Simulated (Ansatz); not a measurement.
**BH₄NSSi: one molecule under many settings**

Aim: run BH₄NSSi under a spread of inputs, and see what each costs and gives.

The runs use Ansatz 0.2.0, Gaussian basis; the settings change from run to run.

## 1. The relaxed structure

The geometry comes from an earlier relaxation with PBE0-D4 in a triple-zeta def2 set; it is a stationary point, not always the lowest conformer.

8 atoms, charge 0, spin multiplicity 1.

Atoms are counted from 1 here; the program's logs count them from 0.

Bond lengths: S1–B2 1.781 Å, S1–H5 1.347 Å, B2–N3 1.387 Å, B2–Si4 1.921 Å, N3–Si4 1.750 Å, N3–H6 1.008 Å, Si4–H7 1.485 Å, Si4–H8 1.485 Å. Angles: B2–S1–H5 97.6°, S1–B2–N3 140.6°, S1–B2–Si4 158.0°, N3–B2–Si4 61.4°, B2–N3–Si4 74.5°, B2–N3–H6 138.0°, Si4–N3–H6 147.5°, B2–Si4–N3 44.1°, B2–Si4–H7 125.0°, B2–Si4–H8 125.0°, N3–Si4–H7 115.8°, N3–Si4–H8 115.8°, H7–Si4–H8 109.9°.

Coordinates:

```mol
BH4NSSi
  3D, bonds by distance, orders not assigned

  8  8  0  0  0  0  0  0  0  0999 V2000
   -0.7556    2.0435   -1.1419 S   0  0
   -0.2979    0.5170   -0.3459 B   0  0
    0.7625   -0.0592    0.3374 N   0  0
   -0.4811   -1.2892    0.2832 Si  0  0
    0.3894    2.7147   -0.9112 H   0  0
    1.6898    0.1992    0.6361 H   0  0
   -1.0605   -1.6798    1.5935 H   0  0
   -0.1544   -2.5033   -0.5070 H   0  0
  1  2  8  0
  2  3  8  0
  3  4  8  0
  1  5  8  0
  3  6  8  0
  4  7  8  0
  4  8  8  0
  2  4  8  0
M  END
```

## 2. rPW86-PBE/def2-SVP

Set apart from the defaults: atoms shaken by 0.03 Å, D3(BJ) with three-body dispersion.

in.yaml reads:

```yaml
crystal:
  periodic: [false, false, false]
  atoms:
    - {symbol: S, position_ang: [-0.804100, 2.020128, -1.107965]}
    - {symbol: B, position_ang: [-0.296852, 0.476374, -0.363961]}
    - {symbol: N, position_ang: [0.780285, -0.063477, 0.310449]}
    - {symbol: Si, position_ang: [-0.506870, -1.269355, 0.334645]}
    - {symbol: H, position_ang: [0.371822, 2.672518, -0.902135]}
    - {symbol: H, position_ang: [1.677339, 0.192395, 0.589035]}
    - {symbol: H, position_ang: [-1.070724, -1.668453, 1.600669]}
    - {symbol: H, position_ang: [-0.139065, -2.529667, -0.530674]}
basis:
  gaussian: {orbitals: def2-SVP}
hamiltonian: {xc: {name: rPW86-PBE}, dispersion: d3bjatm}
```

The run is started by

```
> ansatz run in.yaml --threads 2 --pin off --events-out ev --progress --plain --max-ram 4352MiB
```

Log:

```text
Functional definition: rPW86-PBE
  name "rPW86-PBE"
  cite "Murray, Lee & Langreth, J. Chem. Theory Comput. 5, 2754 (2009) doi:10.1021/ct900365q"
  cite "Perdew, Burke & Ernzerhof, Phys. Rev. Lett. 77, 3865 (1996) doi:10.1103/PhysRevLett.77.3865"
  parent pbe
  exchange = rpw86_x
  correlation = pbe_c
959 factors; their error is unknown
mean field evaluation 1: about -20949.4417 eV, gradient 6.9e1 eV
mean field evaluation 2: about -20892.7244 eV, gradient 1.5e2 eV
mean field evaluation 4: about -20959.5898 eV, gradient 1.6e1 eV
mean field evaluation 8: about -20960.2773 eV, gradient 2.0e-1 eV
mean field evaluation 16: about -20960.2115 eV, gradient 2.2e-4 eV
mean field -20960.21151811 eV, -770.2735659491 hartree, gradient 3.0e-5 eV, S^2 0.000000; 0 other end points of the search recorded, 0 dependent functions left out
reference -20960.21161489 eV, -770.2735695057 hartree; 23, 23 occupied and 61, 61 virtual orbitals, 959 factors
Total energy: -20960.39252222 eV, -770.2802177274 hartree
```

Wall time 1.6 s (2 threads of Intel Xeon Platinum 8488C, shared host).

## 3. PBE-QIDH/def2-SVP

Options: atoms shaken by 0.08 Å, a grid of angular degree 23.

in.yaml reads:

```yaml
crystal:
  periodic: [false, false, false]
  atoms:
    - {symbol: S, position_ang: [-0.837274, 2.000011, -1.145667]}
    - {symbol: B, position_ang: [-0.349183, 0.446340, -0.409806]}
    - {symbol: N, position_ang: [0.796584, 0.040190, 0.231208]}
    - {symbol: Si, position_ang: [-0.383171, -1.380065, 0.218737]}
    - {symbol: H, position_ang: [0.276898, 2.755471, -0.877820]}
    - {symbol: H, position_ang: [1.789034, 0.198598, 0.645685]}
    - {symbol: H, position_ang: [-1.105895, -1.723421, 1.512505]}
    - {symbol: H, position_ang: [-0.213150, -2.439374, -0.473695]}
basis:
  gaussian: {orbitals: def2-SVP, final_grid: {core_spheres: 8, valence_spheres: 7, degree: 23}}
hamiltonian: {xc: {name: PBE-QIDH}}
output: {forces: true}
```

The command is unchanged.

Log (excerpt; [...] marks lines left out):

```text
Functional definition: PBE-QIDH
  name "PBE-QIDH"
  cite "Brémond, Sancho-García, Pérez-Jiménez & Adamo, J. Chem. Phys. 141, 031101 (2014) doi:10.1063/1.4890314"
  cite "Perdew, Burke & Ernzerhof, Phys. Rev. Lett. 77, 3865 (1996) doi:10.1103/PhysRevLett.77.3865"
[...]
819 factors; integrals over basis functions are off by at most 1.1e-3 eV
[...]
mean field -20915.73022418 eV, -768.6389085476 hartree, gradient 1.2e-6 eV, S^2 0.000000; 0 other end points of the search recorded, 0 dependent functions left out
12 core orbitals not correlated: weight in the atoms' cores, before any rotation towards them, 1.000 or more for the frozen orbitals, at most 0.000 for the correlated occupied ones
reference -20915.73023491 eV, -768.6389089419 hartree; 11, 11 occupied and 61, 61 virtual orbitals, 819 factors
second order -15.03050673 eV of doubles, -0.00000000 eV of singles
[...]
Total energy: -20920.74040382 eV, -768.8230292534 hartree
Atom 0 at    -0.837274     2.000011    -1.145667 Å, force     0.066037     0.596780    -0.144921 eV/Å
Atom 1 at    -0.349183     0.446340    -0.409806 Å, force     0.309280     0.791653    -0.219864 eV/Å
Atom 2 at     0.796584     0.040190     0.231208 Å, force     2.260658    -2.307827     1.816456 eV/Å
Atom 3 at    -0.383171    -1.380065     0.218737 Å, force    -1.244632     6.168710     3.705505 eV/Å
Atom 4 at     0.276898     2.755471    -0.877820 Å, force    -0.529395    -0.635972    -0.048675 eV/Å
Atom 5 at     1.789034     0.198598     0.645685 Å, force    -2.725656     0.143824    -1.328282 eV/Å
Atom 6 at    -1.105895    -1.723421     1.512505 Å, force     0.585849     0.185139    -0.439602 eV/Å
Atom 7 at    -0.213150    -2.439374    -0.473695 Å, force     1.277859    -4.942307    -3.340617 eV/Å
Dipole moment:     0.503586    -0.159001     0.211949 e Å
```

Wall time 1.6 s (2 threads of Intel Xeon Platinum 8488C, shared host).

Largest force 7.303 eV/Å, dipole 2.73 D.

## 4. wB97M-V/def2-TZVPD

Options: atoms shaken by 0.03 Å, the search for lower states set to off.

in.yaml reads:

```yaml
crystal:
  periodic: [false, false, false]
  atoms:
    - {symbol: S, position_ang: [-0.782408, 2.042691, -1.167381]}
    - {symbol: B, position_ang: [-0.275863, 0.516290, -0.334288]}
    - {symbol: N, position_ang: [0.768245, -0.063709, 0.363625]}
    - {symbol: Si, position_ang: [-0.463601, -1.298401, 0.261172]}
    - {symbol: H, position_ang: [0.389493, 2.780839, -0.933348]}
    - {symbol: H, position_ang: [1.746441, 0.161213, 0.664452]}
    - {symbol: H, position_ang: [-1.064380, -1.684575, 1.596149]}
    - {symbol: H, position_ang: [-0.127102, -2.510548, -0.468912]}
basis:
  gaussian: {orbitals: def2-TZVPD}
hamiltonian: {xc: {name: wB97M-V}}
scf: {lower_state_search: off}
```

The command is unchanged.

Log (excerpt; [...] marks lines left out):

```text
Functional definition: wB97M-V
  name "wB97M-V"
  cite "Mardirossian & Head-Gordon, J. Chem. Phys. 144, 214110 (2016) doi:10.1063/1.4952647"
  cite "Becke, J. Chem. Phys. 107, 8554 (1997) doi:10.1063/1.475007"
  cite "Vydrov & Van Voorhis, J. Chem. Phys. 133, 244103 (2010) doi:10.1063/1.3521275"
  # Of w^i u^j: cxij and so on, Table III.
[...]
  gx(w, u) = 1 - cx + cx01*u + cx10*w
  gss(w, u) = css00 + css04*u^4 + css10*w + css20*w^2 + css43*w^4*u^3
  gos(w, u) = cos00 + cos10*w + (cos20 + cos21*u)*w^2 + (cos60 + cos61*u)*w^6
[...]
      + integral(e_c_pw_mod_opposite_spin*gos(b97_w_opposite, b97_u_opposite)) + vv10(b, c)
[...]
1128 factors; their error is unknown
371 factors; integrals over basis functions are off by at most 4.0e-5 eV
[...]
mean field -20944.51152687 eV, -769.6966019128 hartree, gradient 6.7e-6 eV, S^2 0.000000; 0 other end points of the search recorded, 0 dependent functions left out
reference -20944.51160734 eV, -769.6966048698 hartree; 23, 23 occupied and 176, 176 virtual orbitals, 1128 factors
Total energy: -20944.51160734 eV, -769.6966048698 hartree
Checks for a lower state left out: stability, starts, cluster_reference, orbital_swaps, neighbouring_geometries, increment
```

It took 6.5 s on 2 threads of Intel Xeon Platinum 8488C, shared host; peak memory 0.46 GiB.

## 5. RPBE/STO-3G

Set apart from the defaults: charge +1, multiplicity 2, atoms shaken by 0.08 Å, the search for lower states set to off.

in.yaml reads:

```yaml
crystal:
  periodic: [false, false, false]
  atoms:
    - {symbol: S, position_ang: [-0.617276, 2.136130, -0.987256]}
    - {symbol: B, position_ang: [-0.221886, 0.437067, -0.332111]}
    - {symbol: N, position_ang: [0.703302, -0.139542, 0.384405]}
    - {symbol: Si, position_ang: [-0.373296, -1.350210, 0.377102]}
    - {symbol: H, position_ang: [0.425508, 2.679017, -0.848281]}
    - {symbol: H, position_ang: [1.766527, 0.367154, 0.591249]}
    - {symbol: H, position_ang: [-1.148977, -1.802938, 1.542375]}
    - {symbol: H, position_ang: [-0.125240, -2.554760, -0.476250]}
basis:
  gaussian: {orbitals: STO-3G}
total_charge: 1
magnetization: {spin_polarized: true, initial_magnetization: 1}
hamiltonian: {xc: {name: RPBE}}
scf: {lower_state_search: off}
```

The command is unchanged.

Log (excerpt; [...] marks lines left out):

```text
Functional definition: RPBE
  name "RPBE"
  cite "Hammer, Hansen & Nørskov, Phys. Rev. B 59, 7413 (1999) doi:10.1103/PhysRevB.59.7413"
  cite "Perdew, Burke & Ernzerhof, Phys. Rev. Lett. 77, 3865 (1996) doi:10.1103/PhysRevLett.77.3865"
[...]
380 factors; integrals over basis functions are off by at most 7.8e-5 eV
[...]
mean field -20695.68734244 eV, -760.5524817940 hartree, gradient 4.5e-6 eV, S^2 0.751748; 0 other end points of the search recorded, 0 dependent functions left out
reference -20695.68736362 eV, -760.5524825724 hartree; 23, 22 occupied and 9, 10 virtual orbitals, 380 factors
Total energy: -20695.68736362 eV, -760.5524825724 hartree
Checks for a lower state left out: stability, starts, cluster_reference, orbital_swaps, neighbouring_geometries, increment
```

Run time: 0.95 s. Hardware: 2 threads of Intel Xeon Platinum 8488C, shared host.

⟨S²⟩ 0.752.

## 6. wB97/cc-pVTZ-DK

Options: charge -1, multiplicity 2, atoms shaken by 0.08 Å.

in.yaml reads:

```yaml
crystal:
  periodic: [false, false, false]
  atoms:
    - {symbol: S, position_ang: [-0.693848, 2.052057, -1.026972]}
    - {symbol: B, position_ang: [-0.314192, 0.634096, -0.392942]}
    - {symbol: N, position_ang: [0.809957, 0.133155, 0.385006]}
    - {symbol: Si, position_ang: [-0.546173, -1.278307, 0.415011]}
    - {symbol: H, position_ang: [0.412634, 2.708889, -0.926756]}
    - {symbol: H, position_ang: [1.581031, 0.215205, 0.405174]}
    - {symbol: H, position_ang: [-0.944568, -1.603411, 1.698753]}
    - {symbol: H, position_ang: [-0.191671, -2.620689, -0.634403]}
basis:
  gaussian: {orbitals: cc-pVTZ-DK}
total_charge: -1
magnetization: {spin_polarized: true, initial_magnetization: 1}
hamiltonian: {xc: {name: wB97}}
```

Launched as before.

Log (excerpt; [...] marks lines left out):

```text
Functional definition: wB97
  name "wB97"
  cite "Chai & Head-Gordon, J. Chem. Phys. 128, 084106 (2008) doi:10.1063/1.2834918"
  cite "Becke, J. Chem. Phys. 107, 8554 (1997) doi:10.1063/1.475007"
[...]
  # The coefficients of nought are those of the uniform gas.
[...]
      + integral(e_c_pw_opposite_spin*poly(b97_u_opposite, 1, cos1, cos2, cos3, cos4))
1170 factors; their error is unknown
364 factors; integrals over basis functions are off by at most 3.3e-5 eV
[...]
mean field -20988.11173895 eV, -771.2988801534 hartree, gradient 3.3e-5 eV, S^2 0.762063; 4 other end points of the search recorded, 0 dependent functions left out
reference -20988.11173132 eV, -771.2988798730 hartree; 24, 23 occupied and 160, 161 virtual orbitals, 1170 factors
Total energy: -20988.11173132 eV, -771.2988798730 hartree
Relativity: scalar
```

It took 28 s on 2 threads of Intel Xeon Platinum 8488C, shared host; peak memory 0.68 GiB.

⟨S²⟩ 0.762.

## 7. PBE0/6-31++G**

Set apart from the defaults: unrestricted orbitals, atoms shaken by 0.03 Å, D3(BJ) dispersion.

in.yaml reads:

```yaml
crystal:
  periodic: [false, false, false]
  atoms:
    - {symbol: S, position_ang: [-0.706969, 2.055529, -1.180871]}
    - {symbol: B, position_ang: [-0.266642, 0.523733, -0.364616]}
    - {symbol: N, position_ang: [0.771948, -0.069028, 0.350985]}
    - {symbol: Si, position_ang: [-0.509118, -1.314848, 0.278743]}
    - {symbol: H, position_ang: [0.437838, 2.722436, -0.895181]}
    - {symbol: H, position_ang: [1.699210, 0.158233, 0.611839]}
    - {symbol: H, position_ang: [-1.085873, -1.745709, 1.578015]}
    - {symbol: H, position_ang: [-0.110779, -2.490601, -0.500477]}
basis:
  gaussian: {orbitals: "6-31++G**"}
magnetization: {spin_polarized: true, initial_magnetization: 0}
hamiltonian: {xc: {name: PBE0}, dispersion: d3bj}
```

Launched as before.

Log:

```text
Functional definition: PBE0
  name "PBE0"
  cite "Adamo & Barone, J. Chem. Phys. 110, 6158 (1999) doi:10.1063/1.478522"
  cite "Perdew, Burke & Ernzerhof, Phys. Rev. Lett. 77, 3865 (1996) doi:10.1103/PhysRevLett.77.3865"
  parent pbe
  parameter a = 0.25
  parameter kappa = 0.804
  parameter beta = 0.06672455060314922
  exchange = (1 - a)*pbe_x(kappa = kappa, mu = beta*pi^2/3) + a*exact_x
  correlation = pbe_c(beta = beta)
950 factors; integrals over basis functions are off by at most 1.1e-3 eV
mean field evaluation 1: about -20925.1757 eV, gradient 4.6e1 eV
mean field evaluation 2: about -20901.5123 eV, gradient 7.8e1 eV
mean field evaluation 4: about -20934.3693 eV, gradient 4.8e0 eV
mean field evaluation 8: about -20934.6619 eV, gradient 1.3e-1 eV
mean field evaluation 16: about -20934.6620 eV, gradient 1.2e-5 eV
mean field -20934.66203466 eV, -769.3346397500 hartree, gradient 1.2e-5 eV, S^2 0.000000; 0 other end points of the search recorded, 0 dependent functions left out
reference -20934.66209782 eV, -769.3346420713 hartree; 23, 23 occupied and 85, 85 virtual orbitals, 950 factors
Total energy: -20934.81987707 eV, -769.3404403519 hartree
```

Run time: 2.1 s. Hardware: 2 threads of Intel Xeon Platinum 8488C, shared host.

⟨S²⟩ 0.000.

## 8. r2SCAN50/def2-TZVPD

Options: D3(BJ) with three-body dispersion.

in.yaml reads:

```yaml
crystal:
  periodic: [false, false, false]
  atoms:
    - {symbol: S, position_ang: [-0.755611, 2.043501, -1.141934]}
    - {symbol: B, position_ang: [-0.297916, 0.516978, -0.345906]}
    - {symbol: N, position_ang: [0.762486, -0.059163, 0.337426]}
    - {symbol: Si, position_ang: [-0.481143, -1.289246, 0.283212]}
    - {symbol: H, position_ang: [0.389377, 2.714690, -0.911219]}
    - {symbol: H, position_ang: [1.689832, 0.199223, 0.636099]}
    - {symbol: H, position_ang: [-1.060512, -1.679801, 1.593472]}
    - {symbol: H, position_ang: [-0.154412, -2.503282, -0.506950]}
basis:
  gaussian: {orbitals: def2-TZVPD}
hamiltonian: {xc: {name: r2SCAN50}, dispersion: d3bjatm}
```

Same command.

Log (excerpt; [...] marks lines left out):

```text
Functional definition: r2SCAN50
  name "r2SCAN50"
  cite "Bursch, Neugebauer, Ehlert & Grimme, J. Chem. Phys. 156, 134105 (2022) doi:10.1063/5.0086040"
  cite "Furness, Kaplan, Ning, Perdew & Sun, J. Phys. Chem. Lett. 11, 8208 (2020) doi:10.1021/acs.jpclett.0c02405"
  cite "Furness, Kaplan, Ning, Perdew & Sun, J. Phys. Chem. Lett. 11, 9248 (2020) doi:10.1021/acs.jpclett.0c03077"
  parent r2scan
[...]
1262 factors; their error is unknown
[...]
mean field -20943.11011834 eV, -769.6451010993 hartree, gradient 3.6e-5 eV, S^2 0.000000; 0 other end points of the search recorded, 0 dependent functions left out
reference -20943.11013153 eV, -769.6451015837 hartree; 23, 23 occupied and 176, 176 virtual orbitals, 1262 factors
Total energy: -20943.17638807 eV, -769.6475364668 hartree
```

It took 3.5 s on 2 threads of Intel Xeon Platinum 8488C, shared host.

## 9. CAM-B3LYP/aug-cc-pVDZ

This run has atoms shaken by 0.08 Å, D4 dispersion.

in.yaml reads:

```yaml
crystal:
  periodic: [false, false, false]
  atoms:
    - {symbol: S, position_ang: [-0.780148, 1.921857, -1.033337]}
    - {symbol: B, position_ang: [-0.240463, 0.430750, -0.286846]}
    - {symbol: N, position_ang: [0.825381, -0.108696, 0.149718]}
    - {symbol: Si, position_ang: [-0.336798, -1.355031, 0.300244]}
    - {symbol: H, position_ang: [0.327141, 2.672075, -1.084035]}
    - {symbol: H, position_ang: [1.735424, 0.216015, 0.651948]}
    - {symbol: H, position_ang: [-1.118913, -1.629045, 1.556786]}
    - {symbol: H, position_ang: [-0.183218, -2.424615, -0.422685]}
basis:
  gaussian: {orbitals: aug-cc-pVDZ}
hamiltonian: {xc: {name: CAM-B3LYP}, dispersion: d4}
```

Launched as before.

Log (excerpt; [...] marks lines left out):

```text
Functional definition: CAM-B3LYP
  name "CAM-B3LYP"
  cite "Yanai, Tew & Handy, Chem. Phys. Lett. 393, 51 (2004) doi:10.1016/j.cplett.2004.06.011"
  cite "Iikura, Tsuneda, Yanai & Hirao, J. Chem. Phys. 115, 3540 (2001) doi:10.1063/1.1383587"
  cite "Becke, Phys. Rev. A 38, 3098 (1988) doi:10.1103/PhysRevA.38.3098"
  cite "Lee, Yang & Parr, Phys. Rev. B 37, 785 (1988) doi:10.1103/PhysRevB.37.785"
  cite "Vosko, Wilk & Nusair, Can. J. Phys. 58, 1200 (1980) doi:10.1139/p80-159"
[...]
  # Exact exchange under (alpha + beta erf(omega r))/r, Becke's under what is left of 1/r.
[...]
1366 factors; their error is unknown
602 factors; integrals over basis functions are off by at most 1.1e-5 eV
[...]
mean field -20943.33598609 eV, -769.6534015858 hartree, gradient 7.0e-5 eV, S^2 0.000000; 0 other end points of the search recorded, 0 dependent functions left out
reference -20943.33614604 eV, -769.6534074638 hartree; 23, 23 occupied and 113, 113 virtual orbitals, 1366 factors
Total energy: -20943.49502801 eV, -769.6592462686 hartree
```

Wall time 2.4 s (2 threads of Intel Xeon Platinum 8488C, shared host).

## 10. B97M-V/aug-pcseg-2

Options: coordinates scaled by 1.05, the search for lower states set to off.

in.yaml reads:

```yaml
crystal:
  periodic: [false, false, false]
  atoms:
    - {symbol: S, position_ang: [-0.793391, 2.145676, -1.199031]}
    - {symbol: B, position_ang: [-0.312812, 0.542827, -0.363202]}
    - {symbol: N, position_ang: [0.800610, -0.062121, 0.354298]}
    - {symbol: Si, position_ang: [-0.505201, -1.353708, 0.297373]}
    - {symbol: H, position_ang: [0.408846, 2.850424, -0.956780]}
    - {symbol: H, position_ang: [1.774324, 0.209184, 0.667904]}
    - {symbol: H, position_ang: [-1.113538, -1.763792, 1.673145]}
    - {symbol: H, position_ang: [-0.162133, -2.628446, -0.532297]}
basis:
  gaussian: {orbitals: aug-pcseg-2}
hamiltonian: {xc: {name: B97M-V}}
scf: {lower_state_search: off}
```

Same command.

Log (excerpt; [...] marks lines left out):

```text
Functional definition: B97M-V
  name "B97M-V"
  cite "Mardirossian & Head-Gordon, J. Chem. Phys. 142, 074111 (2015) doi:10.1063/1.4907719"
  cite "Becke, J. Chem. Phys. 107, 8554 (1997) doi:10.1063/1.475007"
  cite "Vydrov & Van Voorhis, J. Chem. Phys. 133, 244103 (2010) doi:10.1063/1.3521275"
  # Of w^i u^j: cxij and so on, Table III.
[...]
  gx(w, u) = cx00 + cx01*u + cx02*u^2 + (cx10 + cx11*u)*w
  gss(w, u) = css00 + css02*u^2 + css10*w + (css32*w^3 + css42*w^4)*u^2
  gos(w, u) = cos00 + cos01*u + cos03*u^3 + cos10*w + cos32*w^3*u^2
[...]
      + integral(e_c_pw_mod_opposite_spin*gos(b97_w_opposite, b97_u_opposite)) + vv10(b, c)
[...]
1284 factors; their error is unknown
[...]
mean field -20941.53571290 eV, -769.5872427662 hartree, gradient 2.1e-6 eV, S^2 0.000000; 0 other end points of the search recorded, 0 dependent functions left out
reference -20941.53581928 eV, -769.5872466756 hartree; 23, 23 occupied and 261, 261 virtual orbitals, 1284 factors
Total energy: -20941.53581928 eV, -769.5872466756 hartree
Checks for a lower state left out: stability, starts, cluster_reference, orbital_swaps, neighbouring_geometries, increment
```

Wall time 6.5 s (2 threads of Intel Xeon Platinum 8488C, shared host).

## 11. All runs side by side

```
                level  charge  multiplicity  geometry  functions  energy (eV)    time
   rPW86-PBE/def2-SVP       0             1    shaken         84   -20960.393   1.6 s
    PBE-QIDH/def2-SVP       0             1    shaken         84   -20920.740   1.6 s
   wB97M-V/def2-TZVPD       0             1    shaken        199   -20944.512   6.5 s
          RPBE/STO-3G       1             2    shaken         32   -20695.687  0.95 s
      wB97/cc-pVTZ-DK      -1             2    shaken        184   -20988.112    28 s
       PBE0/6-31++G**       0             1    shaken        108   -20934.820   2.1 s
  r2SCAN50/def2-TZVPD       0             1   relaxed        199   -20943.176   3.5 s
CAM-B3LYP/aug-cc-pVDZ       0             1    shaken        136   -20943.495   2.4 s
   B97M-V/aug-pcseg-2       0             1    scaled        284   -20941.536   6.5 s
```

## 12. Results

| quantity | value |
| --- | --- |
| runs | 9 |
| quickest | RPBE/STO-3G, 0.95 s |
| slowest | wB97/cc-pVTZ-DK, 28 s |

**Reading.** The runs differ in state or geometry as well as level, so their energies can't be set against each other. wB97/cc-pVTZ-DK took 29 times as long as RPBE/STO-3G. The jobs differ in tasks and options as well as level.
